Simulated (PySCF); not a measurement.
# C₂H₃BBrN: core binding energies at several levels of theory

How much do the core binding energies of C₂H₃BBrN (`C#CB(N)Br`) depend on the level of theory, and what does each level cost?

Computed with PySCF 2.14.0, with density-fitted response routines of our own, on a single molecule in the gas phase. Atoms are numbered from 0 throughout.

## 1. The molecule as given

8 atoms, charge 0, multiplicity 1; geometry from: PBE0-D3(BJ)/def2-SVP.

Bonds of the start (Å): C0–C1 1.22, C1–B2 1.53, B2–N3 1.39, B2–Br4 1.94, C0–H5 1.08, N3–H6 1.01, N3–H7 1.01.

## 2. Core-electron binding energies: SCAN, X2C

The job: settings as JSON, then the geometry in Å.

```
{"job": {"kind": "xps"}, "charge": 0, "multiplicity": 1}
C      2.164142     0.538967     0.107557
C      0.959611     0.415392    -0.011438
B     -0.553908     0.268818    -0.162436
N     -1.214865    -0.920744     0.112669
Br    -1.589978     1.792876    -0.757150
H      3.228090     0.657402     0.211398
H     -0.723793    -1.746925     0.429109
H     -2.216259    -1.026576     0.018226
```

Method: delta-SCF UKS SCAN, pcX-2 on the ionised atom, pcseg-1 elsewhere, spin-free X2C.

Started as:

```
> OMP_NUM_THREADS=1 python probes_run.py task.json out
```

The driver reads the jobs from task.json and runs them one after another.

The program printed:

```text
ground state, core basis on atom 0 (C), 129 functions
  cycle   1  E = -2756.20013295  |g| = 5.06e-01
  cycle   2  E = -2756.14824030  |g| = 6.64e-01
  cycle   3  E = -2756.24622116  |g| = 2.49e-01
  cycle   4  E = -2756.26278818  |g| = 5.67e-02
  cycle   5  E = -2756.26348116  |g| = 2.53e-02
  cycle   6  E = -2756.26364535  |g| = 6.16e-03
  cycle   7  E = -2756.26365699  |g| = 1.32e-03
  cycle   8  E = -2756.26365786  |g| = 3.32e-04
  E(ground) = -2756.41712829 Eh
hole in C 1s of atom 0
  cycle   1  E = -2745.00587070  |g| = 1.50e+00
  cycle   2  E = -2740.42238035  |g| = 2.60e+00
  cycle   3  E = -2745.08144696  |g| = 8.62e-01
  cycle   4  E = -2745.31241768  |g| = 7.43e-01
  cycle   5  E = -2745.54036683  |g| = 3.02e-01
  cycle   6  E = -2745.58176424  |g| = 6.92e-02
  cycle   7  E = -2745.58286747  |g| = 5.97e-02
  cycle   8  E = -2745.58519905  |g| = 1.41e-02
  cycle   9  E = -2745.58547988  |g| = 1.11e-02
  cycle  10  E = -2745.58564001  |g| = 6.55e-03
  cycle  11  E = -2745.58575709  |g| = 3.05e-03
  cycle  12  E = -2745.58577289  |g| = 1.20e-03
  cycle  13  E = -2745.58577450  |g| = 2.72e-04
  E(ion) = -2745.73791526 Eh   <S^2> = 0.8552   hole on atom = 1.000   binding energy = 290.596 eV
ground state, core basis on atom 1 (C), 129 functions
  cycle   1  E = -2756.26348009  |g| = 6.62e-02
  cycle   2  E = -2756.26091854  |g| = 1.04e-01
  cycle   3  E = -2756.26321593  |g| = 4.71e-02
  cycle   4  E = -2756.26379988  |g| = 7.89e-03
  cycle   5  E = -2756.26381819  |g| = 7.64e-04
  cycle   6  E = -2756.26381925  |g| = 2.31e-04
  E(ground) = -2756.41743843 Eh
hole in C 1s of atom 1
  cycle   1  E = -2745.02188388  |g| = 1.51e+00
  cycle   2  E = -2739.74317531  |g| = 2.70e+00
  cycle   3  E = -2744.69839659  |g| = 1.07e+00
  cycle   4  E = -2745.40811368  |g| = 6.14e-01
  cycle   5  E = -2745.51541722  |g| = 3.73e-01
  cycle   6  E = -2745.58496401  |g| = 7.18e-02
  cycle   7  E = -2745.58741300  |g| = 4.48e-02
  cycle   8  E = -2745.58881391  |g| = 1.56e-02
  cycle   9  E = -2745.58920834  |g| = 1.15e-02
  cycle  10  E = -2745.58948917  |g| = 6.99e-03
  cycle  11  E = -2745.58963508  |g| = 3.42e-03
  cycle  12  E = -2745.58966078  |g| = 1.58e-03
  cycle  13  E = -2745.58966313  |g| = 4.78e-04
  E(ion) = -2745.74131525 Eh   <S^2> = 0.8707   hole on atom = 1.000   binding energy = 290.512 eV
ground state, core basis on atom 2 (B), 129 functions
  cycle   1  E = -2756.25493061  |g| = 5.82e-02
  cycle   2  E = -2756.25277093  |g| = 9.61e-02
  cycle   3  E = -2756.25492731  |g| = 3.95e-02
  cycle   4  E = -2756.25529768  |g| = 1.53e-02
  cycle   5  E = -2756.25535812  |g| = 2.01e-03
  cycle   6  E = -2756.25536138  |g| = 5.14e-04
  cycle   7  E = -2756.25536103  |g| = 1.04e-04
  E(ground) = -2756.40976157 Eh
hole in B 1s of atom 2
  cycle   1  E = -2748.59082191  |g| = 1.18e+00
  cycle   2  E = -2747.00110385  |g| = 2.01e+00
  cycle   3  E = -2748.74981992  |g| = 6.49e-01
  cycle   4  E = -2748.85853256  |g| = 5.04e-01
  cycle   5  E = -2748.99977183  |g| = 1.18e-01
  cycle   6  E = -2749.00606195  |g| = 6.66e-02
  cycle   7  E = -2749.00868271  |g| = 2.50e-02
  cycle   8  E = -2749.00905942  |g| = 1.11e-02
  cycle   9  E = -2749.00917062  |g| = 6.61e-03
  cycle  10  E = -2749.00925264  |g| = 3.66e-03
  cycle  11  E = -2749.00930029  |g| = 1.61e-03
  cycle  12  E = -2749.00931075  |g| = 1.38e-03
  cycle  13  E = -2749.00931852  |g| = 1.03e-03
  cycle  14  E = -2749.00932907  |g| = 7.50e-04
  cycle  15  E = -2749.00933535  |g| = 3.43e-04
  E(ion) = -2749.16193328 Eh   <S^2> = 0.8219   hole on atom = 1.000   binding energy = 197.223 eV
ground state, core basis on atom 3 (N), 129 functions
  cycle   1  E = -2756.27293475  |g| = 7.27e-02
  cycle   2  E = -2756.27289590  |g| = 1.75e-02
  cycle   3  E = -2756.27274393  |g| = 2.85e-02
  cycle   4  E = -2756.27295511  |g| = 1.06e-02
  cycle   5  E = -2756.27298893  |g| = 7.06e-04
  cycle   6  E = -2756.27298557  |g| = 2.36e-04
  E(ground) = -2756.42382310 Eh
hole in N 1s of atom 3
  cycle   1  E = -2740.66567950  |g| = 1.86e+00
  cycle   2  E = -2739.68588808  |g| = 2.19e+00
  cycle   3  E = -2741.13377455  |g| = 6.46e-01
  cycle   4  E = -2741.08743161  |g| = 6.79e-01
  cycle   5  E = -2741.35407009  |g| = 1.53e-01
  cycle   6  E = -2741.36597405  |g| = 6.07e-02
  cycle   7  E = -2741.36820265  |g| = 1.20e-02
  cycle   8  E = -2741.36829026  |g| = 4.63e-03
  cycle   9  E = -2741.36830637  |g| = 2.00e-03
  cycle  10  E = -2741.36830735  |g| = 6.27e-04
  cycle  11  E = -2741.36830635  |g| = 2.48e-04
  E(ion) = -2741.51769893 Eh   <S^2> = 0.7641   hole on atom = 1.000   binding energy = 405.616 eV
```

Wall time 19 s (1 thread of Arm Neoverse V1, shared host); peak memory 0.42 GiB.

Binding energies by hole, beside the orbital energy of the ground state; the difference holds orbital relaxation and, for a density functional, its self-interaction error:

```csv
hole,stands for,environment,ΔSCF (eV),−ε (eV),⟨S²⟩
C1s on C0,C0,terminal alkyne carbon,290.60 (doubtful),274.0,0.855
C1s on C1,C1,alkyne carbon,290.51 (doubtful),273.5,0.871
B1s on B2,B2,"boron bonded to C, Br, N",197.22,181.6,0.822
N1s on N3,N3,"nitrogen bonded to B, 2 H",405.62,386.5,0.764
```

Doubtful: the ion did not converge, its hole moved, or its ⟨S²⟩ is well above 0.75.

## 3. X-ray photoelectron lines: B3LYP, X2C

The job, as its differences from that of step 2:

```diff
@@ -1,2 +1,2 @@
-{"job": {"kind": "xps"}, "charge": 0, "multiplicity": 1}
+{"job": {"kind": "xps", "xc": "B3LYP"}, "charge": 0, "multiplicity": 1}
 C      2.164142     0.538967     0.107557
```

Method: delta-SCF UKS B3LYP, pcX-2 on the ionised atom, pcseg-1 elsewhere, spin-free X2C.

The program printed:

```text
ground state, core basis on atom 0 (C), 129 functions
  cycle   1  E = -2756.35759061  |g| = 4.39e-01
  cycle   2  E = -2756.34660375  |g| = 4.98e-01
  cycle   3  E = -2756.40238269  |g| = 1.23e-01
  cycle   4  E = -2756.40572972  |g| = 4.51e-02
  cycle   5  E = -2756.40616269  |g| = 1.95e-02
  cycle   6  E = -2756.40625614  |g| = 3.95e-03
  cycle   7  E = -2756.40626005  |g| = 6.67e-04
  cycle   8  E = -2756.40626053  |g| = 1.27e-04
  E(ground) = -2756.41010028 Eh
hole in C 1s of atom 0
  cycle   1  E = -2745.15188848  |g| = 1.51e+00
  cycle   2  E = -2741.09450895  |g| = 2.64e+00
  cycle   3  E = -2745.34892171  |g| = 7.55e-01
  cycle   4  E = -2745.53286392  |g| = 6.32e-01
  cycle   5  E = -2745.69389965  |g| = 2.40e-01
  cycle   6  E = -2745.71970206  |g| = 4.25e-02
  cycle   7  E = -2745.72035901  |g| = 2.89e-02
  cycle   8  E = -2745.72083988  |g| = 7.62e-03
  cycle   9  E = -2745.72089511  |g| = 4.28e-03
  cycle  10  E = -2745.72091992  |g| = 2.31e-03
  cycle  11  E = -2745.72093804  |g| = 9.75e-04
  cycle  12  E = -2745.72093987  |g| = 1.95e-04
  E(ion) = -2745.72476988 Eh   <S^2> = 0.7861   hole on atom = 1.000   binding energy = 290.763 eV
ground state, core basis on atom 1 (C), 129 functions
  cycle   1  E = -2756.40626949  |g| = 4.46e-02
  cycle   2  E = -2756.40587194  |g| = 4.37e-02
  cycle   3  E = -2756.40605025  |g| = 3.46e-02
  cycle   4  E = -2756.40635631  |g| = 3.50e-03
  cycle   5  E = -2756.40635669  |g| = 3.87e-04
  E(ground) = -2756.41019592 Eh
hole in C 1s of atom 1
  cycle   1  E = -2745.16858466  |g| = 1.51e+00
  cycle   2  E = -2744.17866403  |g| = 1.97e+00
  cycle   3  E = -2745.54032561  |g| = 6.33e-01
  cycle   4  E = -2745.67210240  |g| = 3.13e-01
  cycle   5  E = -2745.72169416  |g| = 7.68e-02
  cycle   6  E = -2745.72504025  |g| = 2.37e-02
  cycle   7  E = -2745.72536926  |g| = 9.43e-03
  cycle   8  E = -2745.72546813  |g| = 5.09e-03
  cycle   9  E = -2745.72552642  |g| = 3.73e-03
  cycle  10  E = -2745.72556061  |g| = 1.16e-03
  cycle  11  E = -2745.72556584  |g| = 3.34e-04
  E(ion) = -2745.72938151 Eh   <S^2> = 0.7870   hole on atom = 1.000   binding energy = 290.640 eV
ground state, core basis on atom 2 (B), 129 functions
  cycle   1  E = -2756.39982709  |g| = 3.48e-02
  cycle   2  E = -2756.39980758  |g| = 1.87e-02
  cycle   3  E = -2756.39986429  |g| = 1.22e-02
  cycle   4  E = -2756.39990013  |g| = 4.20e-03
  cycle   5  E = -2756.39990519  |g| = 6.98e-04
  cycle   6  E = -2756.39990420  |g| = 2.02e-04
  E(ground) = -2756.40365915 Eh
hole in B 1s of atom 2
  cycle   1  E = -2748.71987054  |g| = 1.18e+00
  cycle   2  E = -2747.48500721  |g| = 1.87e+00
  cycle   3  E = -2748.98889966  |g| = 5.19e-01
  cycle   4  E = -2749.06230426  |g| = 3.86e-01
  cycle   5  E = -2749.13898213  |g| = 9.28e-02
  cycle   6  E = -2749.14339103  |g| = 2.12e-02
  cycle   7  E = -2749.14357622  |g| = 1.31e-02
  cycle   8  E = -2749.14366843  |g| = 2.57e-03
  cycle   9  E = -2749.14367771  |g| = 1.66e-03
  cycle  10  E = -2749.14368107  |g| = 7.76e-04
  cycle  11  E = -2749.14368486  |g| = 2.15e-04
  E(ion) = -2749.14743234 Eh   <S^2> = 0.7668   hole on atom = 1.000   binding energy = 197.452 eV
ground state, core basis on atom 3 (N), 129 functions
  cycle   1  E = -2756.41440513  |g| = 5.31e-02
  cycle   2  E = -2756.41431833  |g| = 2.52e-02
  cycle   3  E = -2756.41425546  |g| = 2.97e-02
  cycle   4  E = -2756.41444483  |g| = 6.82e-03
  cycle   5  E = -2756.41445809  |g| = 3.38e-04
  E(ground) = -2756.41827816 Eh
hole in N 1s of atom 3
  cycle   1  E = -2740.81558867  |g| = 1.87e+00
  cycle   2  E = -2740.21474782  |g| = 2.03e+00
  cycle   3  E = -2741.39868177  |g| = 4.67e-01
  cycle   4  E = -2741.37442776  |g| = 4.91e-01
  cycle   5  E = -2741.50812143  |g| = 8.02e-02
  cycle   6  E = -2741.51116269  |g| = 2.73e-02
  cycle   7  E = -2741.51159602  |g| = 4.14e-03
  cycle   8  E = -2741.51160648  |g| = 1.48e-03
  cycle   9  E = -2741.51160756  |g| = 5.88e-04
  cycle  10  E = -2741.51160587  |g| = 2.14e-04
  E(ion) = -2741.51537699 Eh   <S^2> = 0.7581   hole on atom = 1.000   binding energy = 405.529 eV
```

It took 26 s on 1 thread of Arm Neoverse V1, shared host; peak memory 0.48 GiB.

The holes in one table. −ε is the ground-state orbital energy:

```csv
hole,stands for,environment,ΔSCF (eV),−ε (eV),⟨S²⟩
C1s on C0,C0,terminal alkyne carbon,290.76,277.3,0.786
C1s on C1,C1,alkyne carbon,290.64,276.9,0.787
B1s on B2,B2,"boron bonded to C, Br, N",197.45,185.3,0.767
N1s on N3,N3,"nitrogen bonded to B, 2 H",405.53,390.3,0.758
```

## 4. Core holes by ΔSCF: PBE0, X2C

The job, as its differences from that of step 3:

```diff
@@ -1,2 +1,2 @@
-{"job": {"kind": "xps", "xc": "B3LYP"}, "charge": 0, "multiplicity": 1}
+{"job": {"kind": "xps", "xc": "PBE0"}, "charge": 0, "multiplicity": 1}
 C      2.164142     0.538967     0.107557
```

With the program's defaults for keys left out, this is: delta-SCF UKS PBE0, pcX-2 on the ionised atom, pcseg-1 elsewhere, spin-free X2C.

The program printed:

```text
ground state, core basis on atom 0 (C), 129 functions
  cycle   1  E = -2755.83038426  |g| = 3.93e-01
  cycle   2  E = -2755.83281099  |g| = 3.93e-01
  cycle   3  E = -2755.86745090  |g| = 1.06e-01
  cycle   4  E = -2755.86985716  |g| = 4.14e-02
  cycle   5  E = -2755.87024062  |g| = 1.51e-02
  cycle   6  E = -2755.87029694  |g| = 3.26e-03
  cycle   7  E = -2755.87029837  |g| = 6.02e-04
  cycle   8  E = -2755.87030076  |g| = 1.15e-04
  E(ground) = -2755.87335544 Eh
hole in C 1s of atom 0
  cycle   1  E = -2744.63447099  |g| = 1.51e+00
  cycle   2  E = -2741.39005754  |g| = 2.49e+00
  cycle   3  E = -2744.92245315  |g| = 6.50e-01
  cycle   4  E = -2745.10628959  |g| = 5.07e-01
  cycle   5  E = -2745.19281966  |g| = 1.54e-01
  cycle   6  E = -2745.20293744  |g| = 4.31e-02
  cycle   7  E = -2745.20373080  |g| = 1.76e-02
  cycle   8  E = -2745.20392583  |g| = 1.01e-02
  cycle   9  E = -2745.20403360  |g| = 4.26e-03
  cycle  10  E = -2745.20408776  |g| = 2.96e-03
  cycle  11  E = -2745.20411714  |g| = 1.39e-03
  cycle  12  E = -2745.20411960  |g| = 3.23e-04
  E(ion) = -2745.20716825 Eh   <S^2> = 0.8055   hole on atom = 1.000   binding energy = 290.242 eV
ground state, core basis on atom 1 (C), 129 functions
  cycle   1  E = -2755.87062992  |g| = 6.08e-02
  cycle   2  E = -2755.87017619  |g| = 4.69e-02
  cycle   3  E = -2755.87016902  |g| = 4.71e-02
  cycle   4  E = -2755.87074051  |g| = 1.09e-03
  cycle   5  E = -2755.87074116  |g| = 1.73e-04
  E(ground) = -2755.87379681 Eh
hole in C 1s of atom 1
  cycle   1  E = -2744.65058612  |g| = 1.51e+00
  cycle   2  E = -2743.89152854  |g| = 1.84e+00
  cycle   3  E = -2744.98811210  |g| = 6.98e-01
  cycle   4  E = -2745.17598520  |g| = 2.42e-01
  cycle   5  E = -2745.20655283  |g| = 4.89e-02
  cycle   6  E = -2745.20782538  |g| = 2.13e-02
  cycle   7  E = -2745.20811752  |g| = 8.28e-03
  cycle   8  E = -2745.20825323  |g| = 5.07e-03
  cycle   9  E = -2745.20836886  |g| = 3.28e-03
  cycle  10  E = -2745.20840107  |g| = 1.18e-03
  cycle  11  E = -2745.20840258  |g| = 3.08e-04
  E(ion) = -2745.21143912 Eh   <S^2> = 0.8088   hole on atom = 1.000   binding energy = 290.138 eV
ground state, core basis on atom 2 (B), 129 functions
  cycle   1  E = -2755.86405682  |g| = 4.77e-02
  cycle   2  E = -2755.86404927  |g| = 1.98e-02
  cycle   3  E = -2755.86409238  |g| = 1.54e-02
  cycle   4  E = -2755.86414520  |g| = 5.74e-03
  cycle   5  E = -2755.86415173  |g| = 4.05e-04
  E(ground) = -2755.86714301 Eh
hole in B 1s of atom 2
  cycle   1  E = -2748.20761286  |g| = 1.19e+00
  cycle   2  E = -2747.19743118  |g| = 1.74e+00
  cycle   3  E = -2748.49237946  |g| = 4.92e-01
  cycle   4  E = -2748.56967845  |g| = 3.32e-01
  cycle   5  E = -2748.62607496  |g| = 7.87e-02
  cycle   6  E = -2748.62929325  |g| = 1.33e-02
  cycle   7  E = -2748.62938402  |g| = 8.89e-03
  cycle   8  E = -2748.62943670  |g| = 2.98e-03
  cycle   9  E = -2748.62945707  |g| = 1.95e-03
  cycle  10  E = -2748.62946726  |g| = 1.00e-03
  cycle  11  E = -2748.62947081  |g| = 2.78e-04
  E(ion) = -2748.63244925 Eh   <S^2> = 0.7780   hole on atom = 1.000   binding energy = 196.866 eV
ground state, core basis on atom 3 (N), 129 functions
  cycle   1  E = -2755.87848459  |g| = 7.23e-02
  cycle   2  E = -2755.87844167  |g| = 1.96e-02
  cycle   3  E = -2755.87836466  |g| = 2.71e-02
  cycle   4  E = -2755.87852064  |g| = 3.95e-03
  cycle   5  E = -2755.87852404  |g| = 2.11e-04
  E(ground) = -2755.88156709 Eh
hole in N 1s of atom 3
  cycle   1  E = -2740.29468880  |g| = 1.87e+00
  cycle   2  E = -2739.88132485  |g| = 1.89e+00
  cycle   3  E = -2740.90460337  |g| = 4.17e-01
  cycle   4  E = -2740.89446461  |g| = 4.18e-01
  cycle   5  E = -2740.99023920  |g| = 6.19e-02
  cycle   6  E = -2740.99204404  |g| = 2.03e-02
  cycle   7  E = -2740.99227968  |g| = 2.91e-03
  cycle   8  E = -2740.99228589  |g| = 1.25e-03
  cycle   9  E = -2740.99228869  |g| = 5.27e-04
  cycle  10  E = -2740.99228654  |g| = 1.80e-04
  E(ion) = -2740.99529700 Eh   <S^2> = 0.7599   hole on atom = 1.000   binding energy = 405.076 eV
```

Run time: 25 s. Hardware: 1 thread of Arm Neoverse V1, shared host; peak memory 0.52 GiB.

Binding energies by hole, beside the orbital energy of the ground state; the difference holds orbital relaxation and, for a density functional, its self-interaction error:

```csv
hole,stands for,environment,ΔSCF (eV),−ε (eV),⟨S²⟩
C1s on C0,C0,terminal alkyne carbon,290.24,278.8,0.806
C1s on C1,C1,alkyne carbon,290.14,278.3,0.809
B1s on B2,B2,"boron bonded to C, Br, N",196.87,186.2,0.778
N1s on N3,N3,"nitrogen bonded to B, 2 H",405.08,392.2,0.760
```

[end of part 1 of 3]
